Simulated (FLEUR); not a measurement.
**RuRh: single point with PBEsol**

The system is RuRh.

```
Rh Ru
1.0
     2.70942    0.00000    0.00000
    -1.35471    2.34642    0.00000
     0.00000    0.00000    4.29837
Rh Ru
1 1
Direct
  0.64556 0.34911 0.99522
  0.00491 0.99888 0.50033
```

The cell comes from a database or a generator and needn't be the stable form of this composition.

The cell isn't the ideal one: atoms moved at random, drawn with an rms of 0.05 Å.

```
Program                  : FLEUR MaX-R8.1 (later development tree)
Task                     : single point
Functional               : PBEsol
Potentials or basis      : all-electron
Basis                    : FLAPW
Kmax                     : 4.34 1/bohr
k mesh                   : 11 × 11 × 6
Occupations              : fermi-dirac, width 0.05 eV
Spin                     : no spin polarisation
Gmax                     : 13.4 1/bohr
Muffin-tin radii         : Rh 2.26, Ru 2.26 bohr
lmax                     : Rh 9, Ru 9
lnonsphr                 : Rh 9, Ru 9
Local orbitals a species : Rh 5, Ru 5
Max iterations           : 60
Mixing factor            : 0.05
Mixer                    : Anderson
Mixer history            : 15
Density convergence      : 1e-05 me/bohr^3
```

```yaml
Largest_force: 0.685 eV/Å
Band_gap_on_the_k_mesh: none (metal or under the smearing width)
Valence_electrons_inside_the_program's_atomic_spheres: Rh 15.07; Ru 13.86 (radii Rh 2.26, Ru 2.26 bohr)
```

Forces in eV/Å, atoms in the order of the input:
```
Rh   0.591 -0.257  0.233
Ru  -0.591  0.257 -0.233
```

Levels at points of the mesh, in eV from the Fermi level:
```tsv
k point	band 14	band 15	band 16	band 17	band 18	band 19
(0.00, 0.00, 0.00)	-2.25	-2.19	-2.08	-1.66	0.32	0.88
(0.00, 0.00, 0.50)	-3.03	-2.91	-2.86	-0.51	-0.29	0.18
```

Core levels (eV from the Fermi level):
| atom | levels |
| --- | --- |
| 1 Rh | 1s1/2 -23009.8, 2s1/2 -3332.7, 2p1/2 -3085.9, 2p3/2 -2941.4, 3s1/2 -592.7, 3p1/2 -496.1, 3p3/2 -471.3, 3d3/2 -300.1, 3d5/2 -295.2 |
| 2 Ru | 1s1/2 -21910.0, 2s1/2 -3147.3, 2p1/2 -2908.4, 2p3/2 -2777.6, 3s1/2 -551.5, 3p1/2 -458.8, 3p3/2 -436.6, 3d3/2 -272.5, 3d5/2 -268.2 |

It took 20 min on 1 thread of Arm Neoverse V2, on a shared host, peak memory 0.21 GiB.
